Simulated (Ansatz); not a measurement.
# Hf3B2Ru: the cost of one run

Program: Ansatz 0.2.0. Level of theory: DFT PBE, scalar-relativistic, plane waves, PAW. These are calculated values, not measurements.

### 1 The structure to begin with

Symmetry: Cmmm, No. 65, orthorhombic system. Conventional cell: a = 4.955 Å, b = 8.302 Å, c = 3.891 Å, α = 90.00°, β = 90.00°, γ = 90.00°. Hf (site symmetry m2m) has 5 Hf at 2.36 to 2.89 Å and 4 B at 2.42 Å and 3 Ru at 2.81 to 2.82 Å in its first shell of neighbours. Around Hf (site symmetry mmm) lie 4 Hf at 2.36 Å and 4 B at 2.42 Å. Around B (site symmetry 2/m) lie 6 Hf at 2.42 Å and 2 B at 2.48 Å and 4 Ru at 3.10 Å. Ru (site symmetry mmm) has 10 Hf at 2.81 to 3.15 Å and 8 B at 3.10 Å in its first shell of neighbours.

Coordinates:

```cif
data_structure
_symmetry_space_group_name_H-M 'Cmmm'
_symmetry_Int_Tables_number 65
_cell_length_a 4.9546
_cell_length_b 8.3017
_cell_length_c 3.8905
_cell_angle_alpha 90.000
_cell_angle_beta 90.000
_cell_angle_gamma 90.000
_cell_volume 160.02
loop_
_atom_site_label
_atom_site_type_symbol
_atom_site_symmetry_multiplicity
_atom_site_Wyckoff_symbol
_atom_site_fract_x
_atom_site_fract_y
_atom_site_fract_z
_atom_site_occupancy
Hf1 Hf 4 i 0.50000 0.33987 0.00000 1
Hf2 Hf 2 d 0.00000 0.00000 0.50000 1
B1 B 4 f 0.25000 0.25000 0.50000 1
Ru1 Ru 2 b 0.50000 0.00000 0.00000 1
```

The cell is invented: species swapped into a database cell of CeGa2Cu3 (Cmmm, No. 65), with Ru on the Ce sites, B on the Ga sites and Hf on the Cu sites. Lengths come from tabulated atomic sizes and are only a guess.

### 2 Probe: one point on a coarse mesh

input.yaml reads:

```yaml
crystal:
  lattice:
    - [2.47729233, -4.15086445, 0.0]
    - [2.47729233, 4.15086445, 0.0]
    - [0.0, 0.0, 3.89054319]
  atoms:
    - { symbol: Hf, position: [0.1601293, 0.8398707, 0.0] }
    - { symbol: Hf, position: [0.8398707, 0.1601293, 0.0] }
    - { symbol: Hf, position: [0.0, 0.0, 0.5] }
    - { symbol: B, position: [0.0, 0.5, 0.5] }
    - { symbol: B, position: [0.5, 0.0, 0.5] }
    - { symbol: Ru, position: [0.5, 0.5, 0.0] }
basis:
  ecutwfc: 420
kpoints:
  mp_grid: { grid: [4, 4, 4] }
hamiltonian:
  xc: pbe
scf:
  occupations: { method: gaussian, width: 0.1 }
  lower_state_search: "off"
output:
  forces: true
  stress: true
  eigenvalues: true
```

Command:

```console
$ ansatz run input.yaml --threads 1 --pin off --max-ram 2560MiB --backend cpu --events-out ev --progress --plain --runs-dir out
```

**Question.** How long does this run take on 1 thread of Intel Xeon at 2.50GHz (Skylake/Cascade Lake), shared host, and how much memory does it need?

About 20 s, with a peak of 0.43 GiB.
